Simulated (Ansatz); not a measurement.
# C₂H₉NOSn: one species, many methods

How much do the methods differ for C₂H₉NOSn? The plan is to run it at one geometry with functionals of several rungs and with coupled cluster. The yardstick is the atomisation energy at the CCSD(T) limit.

Method: functionals in def2-TZVPP, the program's frozen cores in correlated methods; program: Ansatz 0.2.0, Gaussian basis.

The runs, in order: PBE-D4, r2SCAN-D4, PBE0-D4, B3LYP-D4, ωB97X-V, ωB97M-V, B2PLYP; CCSD(T)/def2-TZVPP; MP2/def2-QZVPP; extrapolation to the limit.

**1. The relaxed structure**

All runs share one geometry, relaxed beforehand with PBE0-D4 in a triple-zeta def2 set. Sn takes the def2 core potential; no spin-orbit term is included.

SMILES `C[NH][SnH2][O]C`, 14 atoms, charge 0, spin multiplicity 1.

Atoms are counted from 1 here; the program's logs count them from 0.

Bond lengths: C1–N2 1.450 Å, C1–H6 1.093 Å, C1–H7 1.099 Å, C1–H8 1.095 Å, N2–Sn3 2.012 Å, N2–H9 1.009 Å, Sn3–O4 1.965 Å, Sn3–H10 1.705 Å, Sn3–H11 1.708 Å, O4–C5 1.405 Å, C5–H12 1.098 Å, C5–H13 1.094 Å, C5–H14 1.100 Å. Angles: N2–C1–H6 109.7°, N2–C1–H7 114.7°, N2–C1–H8 110.4°, H6–C1–H7 107.4°, H6–C1–H8 106.6°, H7–C1–H8 107.7°, C1–N2–Sn3 120.9°, C1–N2–H9 112.5°, Sn3–N2–H9 115.0°, N2–Sn3–O4 104.1°, N2–Sn3–H10 115.3°, N2–Sn3–H11 107.0°, O4–Sn3–H10 101.9°, O4–Sn3–H11 110.7°, H10–Sn3–H11 117.0°, Sn3–O4–C5 119.3°, O4–C5–H12 112.6°, O4–C5–H13 108.3° and more.

**2. PBE-D4 (GGA)**

Contents of in.yaml:

```yaml
crystal:
  periodic: [false, false, false]
  atoms:
    - {symbol: C, position_ang: [0.249416, -0.846103, -1.949114]}
    - {symbol: N, position_ang: [0.677658, -1.002403, -0.572824]}
    - {symbol: Sn, position_ang: [1.184055, 0.595821, 0.539492]}
    - {symbol: O, position_ang: [-0.534492, 1.451709, 0.956207]}
    - {symbol: C, position_ang: [-1.549242, 0.694934, 1.565508]}
    - {symbol: H, position_ang: [-0.457629, -0.015817, -2.022192]}
    - {symbol: H, position_ang: [1.061967, -0.650692, -2.663143]}
    - {symbol: H, position_ang: [-0.282791, -1.741097, -2.288205]}
    - {symbol: H, position_ang: [1.258611, -1.816739, -0.438956]}
    - {symbol: H, position_ang: [2.002173, 1.836101, -0.296201]}
    - {symbol: H, position_ang: [1.922565, 0.002072, 1.960230]}
    - {symbol: H, position_ang: [-1.748235, -0.246369, 1.036723]}
    - {symbol: H, position_ang: [-2.469815, 1.286783, 1.560680]}
    - {symbol: H, position_ang: [-1.314253, 0.451791, 2.611804]}
basis:
  gaussian: {orbitals: def2-TZVPP}
hamiltonian: {xc: pbe, dispersion: d4}
output: {forces: true, orbitals: {seedname: orbitals}}
```

Run with:

```bash
$ ansatz run in.yaml --threads 2 --pin off --events-out ev --progress --plain --max-ram 22528MiB --backend cuda --devices 0, --max-vram 18GiB
```

After this run come: r2SCAN-D4 (meta-GGA); PBE0-D4 (hybrid); B3LYP-D4 (hybrid); ωB97X-V (range-separated); ωB97M-V (range-separated); B2PLYP (double hybrid); CCSD(T) in def2-TZVPP; MP2 in def2-QZVPP.

Before running them: what should the planned runs give, taken together? Wanted: atomisation energy, CCSD(T)/CBS; farthest; mean size of error, hybrid; mean size of error, range-separated; gap, smallest and largest; T1 diagnostic; triples share of the correlation energy.

**Answer**, as computed:

| quantity | value |
| --- | --- |
| atomisation energy, CCSD(T)/CBS | 1137.3 kcal/mol |
| functionals within 11.4 kcal/mol (1.0 %) | r2SCAN-D4, PBE0-D4, B3LYP-D4, ωB97X-V, ωB97M-V |
| farthest | B2PLYP (-19.5 kcal/mol) |
| mean size of error, hybrid | 7.7 kcal/mol |
| mean size of error, range-separated | 2.1 kcal/mol |
| gap, smallest and largest | 4.51 eV (PBE-D4), 10.80 eV (ωB97X-V) |
| T1 diagnostic | 0.0130 |
| triples share of the correlation energy | 3.5 % |

**Reading.** PBE-D4 misses by +11.8 kcal/mol. Double hybrids carry the basis error of their MP2 part in triple zeta, and no dispersion term here, so their miss is partly the set-up's. The reference freezes the cores and leaves out spin-orbit coupling and excitations past (T), and its outer-core shells are covered unevenly, so misses under about 11.4 kcal/mol can't be ranked. All levels share the lack of spin-orbit coupling, which lowers the free heavy atoms and so the true binding. Hartree-Fock recovers 70 % of the binding; the rest is correlation. The gap grows from 4.5 to 10.8 eV across the functionals, mostly with the share of exact exchange. Correlated methods include outer-core shells of Sn, which these sets cover unevenly.
